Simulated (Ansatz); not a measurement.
Consider a test of scalar relativity of AsB (the Python package of Ansatz (0.2.0)).

Script `asb_x2c.py`:
```python
"""AsB with and without the spin-free two-component Hamiltonian."""

import ansatz as az
import numpy as np

GEOMETRY = """
B     0.00000    0.00000    0.00000
As    0.00000    0.00000    1.99000
"""


def main() -> None:
    asb = az.Crystal.molecule()
    for line in GEOMETRY.strip().splitlines():
        symbol, *xyz = line.split()
        asb = asb.atom(symbol, [float(v) for v in xyz])

    calc = asb.calculation()
    calc = calc.functional("B3LYP")
    calc = calc.spin("collinear", total=2)
    calc = calc.forces()
    # a set contracted for a scalar-relativistic Hamiltonian goes with the relativistic run
    sets = {"none": "cc-pVTZ", "scalar": "cc-pVTZ-DK"}
    found = {kind: calc.basis(gaussian=basis).pseudopotentials(relativity=kind).run().report for kind, basis in sets.items()}
    for kind, each in found.items():
        dipole = 4.803205 * np.linalg.norm(each["charge_distribution"]["dipole_moment_e_ang"])
        print(f"{kind:7s} E = {each['free_energy_ev']:.4f} eV  dipole {dipole:.3f} D  largest force component {np.abs(each['forces_ev_ang']).max():.4f} eV/A")
    print(f"relativity lowers the total energy by {found['none']['free_energy_ev'] - found['scalar']['free_energy_ev']:.3f} eV")


if __name__ == "__main__":
    main()
```

What does scalar relativity change in the total energy and in the dipole?

The total moves by -677.1 eV, nearly all in the cores, and the dipole from 0.05 to 0.12 D.

The output:

Output of `python asb_x2c.py`:
```text
none    E = -61515.7265 eV  dipole 0.052 D  largest force component 2.1599 eV/A
scalar  E = -62192.8581 eV  dipole 0.117 D  largest force component 2.1794 eV/A
relativity lowers the total energy by 677.132 eV
```

Notes:
- These settings explore the input space; basis and method may be short of convergence.
- The geometry is a force-field or estimated start, not a minimum of this method. The basis set changes with the Hamiltonian (a set recontracted for scalar relativity), and most of the change in the total lies in the cores.
- The species is open-shell (spin multiplicity 3).
- b3lyp holds the VWN-RPA fit, as in Gaussian; the form of ORCA and Turbomole is b3lyp5.
- The spin state was assumed, and another may lie lower.
- The whole script took 10 s on 1 thread of Arm Neoverse V1, with other jobs on the host, peak memory 0.21 GiB.
